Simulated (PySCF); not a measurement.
# C8H14P: the cost of one run

Computed with PySCF 2.14.0 and routines of our own; the level stands in each step. Atoms count from 0.

### 1 The system as given

23 atoms, charge 1, multiplicity 1; geometry from: GFN2-xTB.

### 2 Magnetic properties: GIAO CAM-B3LYP/pcSseg-1

What the job is given:

```
{"job": {"kind": "mag", "xc": "CAM-B3LYP", "basis": "pcSseg-1", "isotopologues": 0}, "charge": 1, "multiplicity": 1}
C     -3.181686    -0.741626     1.041933
C     -2.172970    -0.140323     0.421244
C     -2.268624     1.057247    -0.465646
P     -0.495968    -0.765463     0.664543
C      0.732621     0.451392     1.052397
C      1.791765     0.363951     0.228996
C      2.968314     1.259624     0.277952
C      1.758524    -0.732417    -0.795870
C      0.358199    -1.375794    -0.829848
H     -3.038340    -1.600674     1.678449
H     -4.194405    -0.390639     0.931086
H     -3.302463     1.373838    -0.570933
H     -1.691989     1.883577    -0.048382
H     -1.870808     0.843566    -1.457793
H     -0.583241    -1.763235     1.620916
H      0.618734     1.165786     1.849888
H      2.978162     1.900918    -0.603737
H      2.955888     1.888252     1.163258
H      3.889707     0.680582     0.259715
H      2.515384    -1.473305    -0.527579
H      2.035621    -0.343308    -1.776909
H     -0.203819    -1.049188    -1.708586
H      0.396644    -2.465775    -0.849140
```

Method: GIAO CAM-B3LYP/pcSseg-1 magnetisability, rotational g tensor and spin-rotation constants, non-relativistic, gas phase.

Launch:

```bash
OMP_NUM_THREADS=1 python excited_run.py task.json out
```

One launch serves the whole session: the jobs run in the order shown.

**Question.** How long does this first job take on 1 thread of Arm Neoverse V1, shared host, and how much memory does it need?

About 1.8 min, with a peak of 1.3 GiB.
